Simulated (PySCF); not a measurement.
# C3H7FSi2: the cost of one run

Computed with PySCF 2.14.0, with density-fitted response routines of our own, on a single molecule in the gas phase. Atoms count from 0, in the outputs and in this text.

## (1) The molecule as given

13 atoms, charge 0, multiplicity 1; geometry from: GFN2-xTB. The atoms were then displaced at random by about 0.01 Å, so the start is not that level's minimum.

Bonds of the start (Å): C0–C1 1.22, C1–Si2 1.87, Si2–C3 1.87, C3–Si4 1.90, Si4–F5 1.61, C0–H6 1.05, Si2–H7 1.48, Si2–H8 1.47, C3–H9 1.11, C3–H10 1.07, Si4–H11 1.47, Si4–H12 1.49.

## (2) Optimising the geometry at PBE0-D3(BJ)/def2-SVP

Job settings and geometry (Å):

```
{"job": {"xc": "PBE0", "basis": "def2-SVP", "d3": "d3bj", "grid": 1, "shake": 0.01, "kind": "geom"}, "charge": 0, "multiplicity": 1}
C      2.899660     0.457090     0.573470
C      1.973630    -0.035970    -0.042070
Si     0.580490    -0.822350    -1.001230
C     -0.924000     0.260280    -0.767120
Si    -1.615320     0.346350     0.996150
F     -1.891070    -1.155990     1.492250
H      3.677980     0.928400     1.103420
H      0.999480    -0.827710    -2.418200
H      0.384630    -2.176770    -0.477560
H     -1.745210    -0.135210    -1.402770
H     -0.753760     1.263500    -1.110120
H     -0.632350     0.878640     1.957310
H     -2.948340     1.002840     1.086130
```

The run is started by

```sh
$ OMP_NUM_THREADS=1 python probes_run.py task.json out
```

This one command runs all jobs of the session in turn.

**Question.** How long does this first job take on 1 thread of Arm Neoverse V2, shared host, and how much memory does it need?

About 38 s, with a peak of 0.5 GiB.
